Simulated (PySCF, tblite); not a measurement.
**C₆H₁₀B₂S: geometry, infrared bands and NMR shifts**

What infrared bands and NMR shifts should C₆H₁₀B₂S (`BBCCc1cccs1`) show?

Programs: tblite 0.8.0 and PySCF 2.14.0, with density-fitted response routines of our own. Each step states its level of theory. These are calculated values for one molecule in the gas phase, unless marked as measured. Atoms count from 0, in the outputs and in this text.

## 1. The molecule as given

19 atoms, charge 0, multiplicity 1; geometry from: force field or distance geometry start.

Bonds of the start (Å): B0–B1 1.67, B1–C2 1.59, C2–C3 1.54, C3–C4 1.50, C4–C5 1.38, C5–C6 1.40, C6–C7 1.38, C7–S8 1.68, S8–C4 1.68, B0–H9 1.17, B0–H10 1.18, B1–H11 1.18, C2–H12 1.12, C2–H13 1.11, C3–H14 1.10, C3–H15 1.12, C5–H16 1.09, C6–H17 1.09, C7–H18 1.09.

## 2. Optimising the geometry with GFN2-xTB

What the job is given:

```
{"job": {"kind": "relax", "xc": "GFN2-xTB", "basis": "xTB"}, "charge": 0, "multiplicity": 1}
B      3.942500     0.621000    -0.197200
B      2.582900    -0.140900    -0.793000
C      1.151600     0.216300    -0.210900
C      0.048200    -0.599800    -0.903200
C     -1.297400    -0.247200    -0.339800
C     -1.891000    -0.789100     0.784400
C     -3.118000    -0.200000     1.095600
C     -3.487900     0.812500     0.227600
S     -2.284700     0.972000    -0.937800
H      4.997300     0.349000    -0.616100
H      3.823700     1.443700     0.643800
H      2.710500    -0.968200    -1.624000
H      0.952200     1.303500    -0.377300
H      1.138000     0.025300     0.877500
H      0.052200    -0.410100    -1.988600
H      0.228300    -1.690800    -0.714700
H     -1.436100    -1.574600     1.378900
H     -3.719700    -0.508700     1.948200
H     -4.402400     1.395500     0.292100
```

Launch:

```console
$ OMP_NUM_THREADS=1 python probes_run.py task.json out
```

One launch serves the whole session: the jobs run in the order shown.

Standard output:

```text
step      E/eV     max force
  0    -641.52227    2.461
  1    -641.67766    0.685
  2    -641.71229    0.377
  3    -641.73470    0.373
  4    -641.74785    0.355
  5    -641.75436    0.199
  6    -641.75966    0.230
  7    -641.76597    0.302
  8    -641.77055    0.181
  9    -641.77223    0.078
 10    -641.77301    0.072
 11    -641.77385    0.100
 12    -641.77467    0.101
 13    -641.77526    0.061
 14    -641.77572    0.065
 15    -641.77623    0.069
 16    -641.77680    0.086
 17    -641.77727    0.052
 18    -641.77758    0.040
 19    -641.77781    0.042
 20    -641.77803    0.060
 21    -641.77821    0.046
 22    -641.77834    0.022
 23    -641.77842    0.019
 24    -641.77849    0.028
 25    -641.77856    0.028
 26    -641.77863    0.021
 27    -641.77871    0.023
 28    -641.77879    0.023
 29    -641.77887    0.027
 30    -641.77896    0.030
 31    -641.77907    0.034
 32    -641.77921    0.033
 33    -641.77940    0.043
 34    -641.77963    0.044
 35    -641.77989    0.042
 36    -641.78013    0.043
 37    -641.78034    0.037
 38    -641.78051    0.032
 39    -641.78067    0.032
 40    -641.78082    0.029
 41    -641.78095    0.024
 42    -641.78106    0.027
 43    -641.78119    0.031
 44    -641.78138    0.042
 45    -641.78164    0.049
 46    -641.78196    0.043
 47    -641.78230    0.044
 48    -641.78274    0.055
 49    -641.78350    0.094
 50    -641.78497    0.154
 51    -641.78762    0.220
 52    -641.79229    0.242
 53    -641.80052    0.282
 54    -641.81112    0.297
 55    -641.80483    0.583
 56    -641.82872    0.349
 57    -641.84239    0.365
 58    -641.88614    0.394
 59    -641.90645    0.578
 60    -641.93125    0.510
 61    -641.95298    0.464
 62    -641.98177    0.521
 63    -642.00049    0.297
 64    -642.01648    0.314
 65    -642.04060    0.318
 66    -642.05678    0.260
 67    -642.06915    0.224
 68    -642.07668    0.210
 69    -642.08343    0.213
 70    -642.08994    0.238
 71    -642.09560    0.245
 72    -642.10206    0.189
 73    -642.11139    0.145
 74    -642.11732    0.141
 75    -642.12425    0.141
 76    -642.12807    0.146
 77    -642.13086    0.133
 78    -642.13325    0.102
 79    -642.13590    0.104
 80    -642.13813    0.114
 81    -642.13972    0.121
 82    -642.14104    0.111
 83    -642.14266    0.122
 84    -642.14443    0.118
 85    -642.14581    0.073
 86    -642.14660    0.048
 87    -642.14707    0.047
 88    -642.14748    0.044
 89    -642.14787    0.046
 90    -642.14820    0.039
 91    -642.14847    0.039
 92    -642.14874    0.044
 93    -642.14903    0.047
 94    -642.14931    0.036
 95    -642.14954    0.029
 96    -642.14973    0.035
 97    -642.14991    0.042
 98    -642.15011    0.039
 99    -642.15030    0.032
100    -642.15048    0.035
101    -642.15064    0.034
102    -642.15080    0.028
103    -642.15094    0.025
104    -642.15106    0.029
105    -642.15118    0.032
106    -642.15131    0.030
107    -642.15147    0.030
108    -642.15165    0.030
109    -642.15182    0.031
110    -642.15197    0.026
111    -642.15209    0.026
112    -642.15219    0.026
113    -642.15229    0.024
114    -642.15239    0.027
115    -642.15251    0.025
116    -642.15265    0.021
117    -642.15283    0.031
118    -642.15302    0.031
119    -642.15320    0.030
120    -642.15336    0.029
121    -642.15355    0.032
122    -642.15384    0.042
123    -642.15429    0.048
124    -642.15484    0.055
125    -642.15532    0.055
126    -642.15565    0.037
127    -642.15586    0.031
128    -642.15606    0.030
129    -642.15628    0.042
130    -642.15652    0.029
131    -642.15674    0.027
132    -642.15684    0.022
133    -642.15694    0.019
134    -642.15702    0.017
135    -642.15708    0.022
136    -642.15713    0.020
137    -642.15717    0.015
138    -642.15720    0.013
139    -642.15722    0.011
140    -642.15724    0.010
141    -642.15725    0.007
```

Run time: 1.8 s. Hardware: 1 thread of Arm Neoverse N1, shared host; peak memory 0.18 GiB.

Relaxation path: (not every step is listed)

```
step  energy from step 0 (eV)  largest force (eV/Å)
   0                   0.0000                2.4612
   1                  -0.1554                0.6854
   2                  -0.1900                0.3773
   3                  -0.2124                0.3727
   4                  -0.2256                0.3550
   5                  -0.2321                0.1992
   6                  -0.2374                0.2298
   7                  -0.2437                0.3022
   8                  -0.2483                0.1809
  20                  -0.2558                0.0597
  32                  -0.2569                0.0330
  44                  -0.2591                0.0421
  56                  -0.3064                0.3486
  68                  -0.5544                0.2103
  80                  -0.6159                0.1143
  92                  -0.6265                0.0439
 104                  -0.6288                0.0290
 116                  -0.6304                0.0211
 128                  -0.6338                0.0298
 136                  -0.6349                0.0203
 137                  -0.6349                0.0146
 138                  -0.6349                0.0127
 139                  -0.6350                0.0110
 140                  -0.6350                0.0105
 141                  -0.6350                0.0073
```

Close pairs (by a distance rule), those that changed most:

| bond | before (Å) | after (Å) | change (Å) |
| --- | --- | --- | --- |
| C4–S8 | 1.679 | 1.737 | +0.058 |
| B0–B1 | 1.669 | 1.623 | -0.046 |
| C7–S8 | 1.683 | 1.721 | +0.038 |
| C3–H15 | 1.122 | 1.092 | -0.030 |
| C6–C7 | 1.384 | 1.355 | -0.029 |
| C2–H12 | 1.118 | 1.094 | -0.024 |
| C4–C5 | 1.382 | 1.360 | -0.022 |
| C5–C6 | 1.396 | 1.415 | +0.018 |

The final coordinates are the input of the step that follows.

## 3. Vibrational analysis with GFN2-xTB

What the job is given:

```
{"job": {"kind": "ir", "xc": "GFN2-xTB", "basis": "xTB"}, "charge": 0, "multiplicity": 1}
B      3.926890     0.749739    -0.326178
B      2.644178    -0.188057    -0.655240
C      1.165794     0.169948    -0.202249
C      0.043812    -0.694733    -0.804875
C     -1.287395    -0.297787    -0.267448
C     -2.000442    -0.868597     0.739667
C     -3.205999    -0.187615     1.029414
C     -3.391596     0.898630     0.241284
S     -2.099070     1.112128    -0.874760
H      4.313593     1.575496    -1.065094
H      4.564860     0.637783     0.652558
H      2.768972    -1.203923    -1.239603
H      0.935740     1.220344    -0.401245
H      1.124221     0.071334     0.888057
H      0.050396    -0.582325    -1.891059
H      0.221722    -1.745571    -0.567507
H     -1.679290    -1.754069     1.259998
H     -3.898967    -0.497320     1.791548
H     -4.207223     1.593845     0.238344
```

Standard output:

```text
mode    cm-1     km/mol
  1      20.9      0.22
  2      35.7      0.50
  3      71.2      0.30
  4      77.8      0.13
  5     170.2      0.17
  6     267.0      0.27
  7     268.8      0.21
  8     302.3      0.28
  9     316.5      0.36
 10     439.2      0.21
 11     472.2      1.56
 12     534.2      0.57
 13     581.3      1.59
 14     598.1      2.21
 15     698.9      8.89
 16     712.2     47.84
 17     735.2      6.39
 18     738.5     13.00
 19     789.9     76.32
 20     814.3      7.36
 21     846.9      1.83
 22     847.9     12.74
 23     856.9     43.31
 24     910.7     28.15
 25     962.3     23.33
 26    1005.4      8.61
 27    1060.4      0.68
 28    1077.2      0.42
 29    1092.4      3.49
 30    1097.0      0.80
 31    1170.1     18.79
 32    1172.5     14.80
 33    1199.9      5.85
 34    1240.0      5.12
 35    1264.2      5.65
 36    1321.9      2.10
 37    1346.4      6.12
 38    1453.5     10.61
 39    1470.5      1.77
 40    1482.2     23.85
 41    1577.1      2.72
 42    2562.5    115.34
 43    2608.1     96.66
 44    2620.1    116.52
 45    2932.2     19.32
 46    2964.5     11.71
 47    2974.8     37.54
 48    2983.3     37.19
 49    3117.7     19.50
 50    3127.7     36.38
 51    3163.6     11.82
```

Wall time 1.2 s (1 thread of Arm Neoverse N1, shared host); peak memory 0.18 GiB.

The strongest bands and the atoms that carry them (share of the mass-weighted mode):

```csv
cm⁻¹,km/mol,atoms
712,47.8,"B0 25 %, H10 20 %, H9 20 %, H11 12 %"
790,76.3,"B1 24 %, H11 23 %"
857,43.3,"B0 25 %, B1 23 %, H10 12 %, H9 11 %"
2562,115.3,H11 92 %
2608,96.7,"H10 50 %, H9 45 %"
2620,116.5,"H9 47 %, H10 42 %, B0 11 %"
2975,37.5,"H14 67 %, H15 21 %"
2983,37.2,"H15 66 %, H14 25 %"
```

## 4. Nuclear shieldings: PBE0/pcSseg-1

Settings changed since step 3:

```diff
@@ -1,2 +1,2 @@
-{"job": {"kind": "ir", "xc": "GFN2-xTB", "basis": "xTB"}, "charge": 0, "multiplicity": 1}
+{"job": {"kind": "nmr", "xc": "PBE0", "basis": "pcSseg-1"}, "charge": 0, "multiplicity": 1}
 B      3.926890     0.749739    -0.326178
```

Level: GIAO PBE0/pcSseg-1 NMR shielding, non-relativistic, gas phase.

Standard output:

```text
coarse grid: 16512 points
cycle   1  E = -681.8262480291  dE =  1.224e+00  |g| = 4.081e-01  |ddm| = 4.175e+00
cycle   2  E = -681.8101129115  dE =  1.614e-02  |g| = 4.837e-01  |ddm| = 9.357e-01
cycle   3  E = -681.8718876458  dE = -6.177e-02  |g| = 9.888e-02  |ddm| = 6.084e-01
cycle   4  E = -681.8745412103  dE = -2.654e-03  |g| = 3.567e-02  |ddm| = 1.666e-01
cycle   5  E = -681.8748576978  dE = -3.165e-04  |g| = 1.066e-02  |ddm| = 4.286e-02
cycle   6  E = -681.8748877314  dE = -3.003e-05  |g| = 2.258e-03  |ddm| = 1.265e-02
cycle   7  E = -681.8748887901  dE = -1.059e-06  |g| = 6.131e-04  |ddm| = 2.485e-03
final grid: 155136 points
cycle   8  E = -681.9282022872  dE = -4.304e-05  |g| = 9.381e-03  |ddm| = 3.843e-02
cycle   9  E = -681.9281816445  dE =  2.064e-05  |g| = 1.274e-02  |ddm| = 2.308e-02
cycle  10  E = -681.9282254161  dE = -4.377e-05  |g| = 1.760e-03  |ddm| = 1.575e-02
cycle  11  E = -681.9282263024  dE = -8.863e-07  |g| = 4.215e-04  |ddm| = 2.442e-03
cycle  12  E = -681.9282263460  dE = -4.358e-08  |g| = 1.110e-04  |ddm| = 4.841e-04
cycle  13  E = -681.9282263487  dE = -2.685e-09  |g| = 5.348e-05  |ddm| = 1.648e-04
cycle  14  E = -681.9282263494  dE = -7.235e-10  |g| = 1.614e-05  |ddm| = 6.643e-05
converged SCF energy = -681.9282263494

GIAO shielding tensors (ppm)
atom      isotropic    diamagn.    paramagn.     s11        s22        s33       span
  0 B       -5.294     195.684    -200.977   -133.633    -18.686    136.438    270.072
  1 B       -6.428     189.831    -196.259   -113.393    -20.807    114.915    228.308
  2 C      147.785     251.976    -104.191    114.518    157.920    170.919     56.401
  3 C      151.705     245.661     -93.956    126.891    153.222    175.001     48.110
  4 C       26.503     261.767    -235.265    -48.477      3.332    124.654    173.132
  5 C       59.292     249.442    -190.150    -18.251     54.175    141.954    160.205
  6 C       55.753     254.983    -199.230    -26.501     44.435    149.325    175.826
  7 C       54.919     264.152    -209.233    -34.853     58.108    141.503    176.356
  8 S      281.190    1057.719    -776.530    137.112    310.044    396.413    259.301
  9 H       21.706      28.520      -6.814      9.207     25.753     30.158     20.951
 10 H       21.740      28.562      -6.822      9.285     25.880     30.054     20.768
 11 H       21.954      28.606      -6.652     10.105     26.874     28.884     18.779
 12 H       29.386      32.463      -3.078     24.199     30.089     33.869      9.670
 13 H       29.993      32.682      -2.690     25.177     29.658     35.143      9.966
 14 H       28.676      31.025      -2.350     24.069     28.340     33.619      9.549
 15 H       28.553      32.152      -3.599     23.865     27.883     33.912     10.047
 16 H       24.765      32.728      -7.964     21.830     24.323     28.140      6.310
 17 H       24.682      29.714      -5.031     21.719     24.666     27.663      5.944
 18 H       24.701      30.693      -5.991     21.807     24.654     27.643      5.837
```

It took 87 s on 1 thread of Arm Neoverse N1, shared host; peak memory 0.91 GiB.

Shifts follow as δ = σ(reference) − σ, with reference shieldings (ppm) from runs at the same level and on the same kind of geometry: ¹H TMS 31.72, ¹³C TMS 186.9, ¹¹B BF3·OEt2 100.1, ³³S CS2 504. The references are single molecules in the gas phase. Atoms listed in one row are averaged.

| atoms | environment | σ (ppm) | δ (ppm) | δ scaled to CDCl3 |
| --- | --- | --- | --- | --- |
| C4 | substituted aromatic carbon next to the ring sulfur | 26.5 | 160.4 | 150.2 |
| C7 | aromatic CH next to the ring sulfur | 54.9 | 132.0 | 122.5 |
| C6 | aromatic CH | 55.8 | 131.2 | 126.1 |
| C5 | aromatic CH | 59.3 | 127.6 | 122.7 |
| C2 | sp3 CH2 bonded to B | 147.8 | 39.1 | 36.3 |
| C3 | sp3 CH2 on an aromatic ring | 151.7 | 35.2 | 32.5 |
| H9, H10 | hydrogen on a boron bonded to B | 21.72 | 9.99 | – |
| H11 | hydrogen on a boron bonded to C, B | 21.95 | 9.76 | – |
| H17 | hydrogen on an aromatic CH | 24.68 | 7.03 | 6.74 |
| H18 | hydrogen on an aromatic CH next to the ring sulfur | 24.70 | 7.02 | 6.72 |
| H16 | hydrogen on an aromatic CH | 24.76 | 6.95 | 6.66 |
| H14, H15 | hydrogen on an sp3 CH2 on an aromatic ring | 28.61 | 3.10 | 3.03 |
| H12, H13 | hydrogen on an sp3 CH2 bonded to B | 29.69 | 2.03 | 2.02 |
| B1 | boron bonded to C, B, H | -6.4 | 106.5 | – |
| B0 | boron bonded to B, 2 H | -5.3 | 105.4 | – |
| S8 | aromatic ring sulfur | 281 | 223 | – |

The scaled column applies a straight-line fit of computed shieldings to shifts measured in CDCl3, with any fitted terms for Cl, Br or S neighbours (root-mean-square error 0.16 ppm for H, 1.9 ppm for C).

Charges from the same density, by scheme (e):

```
atoms  Mulliken    IAO  Hirshfeld  ESP fit
   B0     -0.05  -0.08       0.09     0.18
   B1      0.14   0.05       0.11     0.05
   C2     -0.46  -0.38      -0.13     0.22
   C3     -0.09  -0.25      -0.07    -0.20
   C4     -0.44  -0.14      -0.02    -0.06
   C5      0.00  -0.20      -0.08    -0.11
   C6     -0.05  -0.18      -0.08    -0.27
   C7     -0.27  -0.32      -0.09    -0.25
   S8      0.27   0.31       0.10     0.03
```

Mayer bond orders: B0–B1 1.09, B1–C2 0.97, C2–C3 1.01, C3–C4 1.05, C4–C5 1.57, C5–C6 1.26, C6–C7 1.60, C7–S8 1.15, S8–C4 1.16.

Ring of atoms C4, C5, C6, C7, S8: NICS(0) -12.1, NICS(1) -10.8, NICS(1)zz -25.4 ppm (means of both faces).

Orbitals, density, ELF and potential are computed afterwards from the orbital file.

Frontier orbitals at PBE0/pcSseg-1, with the share of their density that lies nearest to each atom:

```csv
orbital,energy (eV),lies on
HOMO,-6.58,"C4, C7 about 28 % each; C5, C6 about 12 % each"
LUMO,-1.63,"B0 52 %; H9, H10 about 15 % each"
```

ELF in a plane through or near 7 of the atoms.

Ten even steps from ' ' (0.00) to '@' (1.00):
```
                                                        
                                                        
                                                        
                              ::++--..    ..::          
      --@@@@%%::      ::    ..**%%##==  ==@@@@%%        
      %%@@@@@@++    ::@@%%  ..**@@%%**--%%@@@@@@..      
    ..@@@@@@@@**    ++@@@@==  **%%########@@@@@@..      
    ..@@@@@@@@++--  ==@@@@**  --##++##++--##%%==        
      **@@@@**####==++%%%%--  ==##++--==--**--          
      ..--::**@@++**%%..++==--**++==  ==%%%%::          
          ..%%%%##::@@==%%####**--%%==++****--..        
          ..++**----**==**++++****%%++##**++::          
            --##@@**::  ==##++..==******==--..          
            --##@@##..  ##@@##  ..++**==....            
            ..**%%==    %%@@%%    ++++::                
              ..--..    **@@==    --::                  
                                                        
                                                        
                                                        
                                                        
```
The map spans 14.2 Å across and 8.8 Å up, centred on the molecule. Atoms in the plane (x, y in Å): B1 (-2.7, -0.3), C2 (-1.2, 0.1), C4 (1.2, -0.2), C7 (3.4, 1.1), H9 (-4.5, 1.4), H12 (-1.0, 1.2), H18 (4.1, 1.8).

On the surface of density 0.002 e/bohr³ the electrostatic potential runs, from the 1st to the 99th percentile, from -0.77 V near C6 to 1.34 V near B0.

## 5. Outcome

```
                                                              quantity                                         value
                             strongest single infrared mode (GFN2-xTB)                         2620 cm⁻¹, 117 km/mol
                                          zero-point energy (GFN2-xTB)                                 88.9 kcal/mol
                                ¹³C shifts against TMS (PBE0/pcSseg-1)    160.4, 132.0, 131.2, 127.6, 39.1, 35.2 ppm
¹H shifts against TMS (PBE0/pcSseg-1, means over atoms taken as alike)  9.99, 9.76, 7.03, 7.02, 6.95, 3.10, 2.03 ppm
                           ¹¹B shifts against BF3·OEt2 (PBE0/pcSseg-1)                              106.5, 105.4 ppm
                                ³³S shifts against CS2 (PBE0/pcSseg-1)                                       223 ppm
                                 surface potential, 1st and 99th percentile                            -0.77 V and 1.34 V
```

What this shows: Relaxing lowered the energy by 0.635 eV in 141 steps; the close pair that moved most is C4–S8, from 1.679 to 1.737 Å. No mode is imaginary among the 51: a minimum at this level. The strongest single mode, at 2620 cm⁻¹, moves mainly H9 and H10. GFN2-xTB is a fitted tight-binding method: band positions and strengths are rough. Its intensities can rank the bands wrongly. NICS(1)zz of -25 ppm above the planar ring from C4 marks a diatropic (aromatic) ring current. At PBE0/pcSseg-1, counted by nearest atom on the grid, the HOMO lies on C4, C7 about 28 % each; C5, C6 about 12 % each, the LUMO on B0 52 %; H9, H10 about 15 % each.
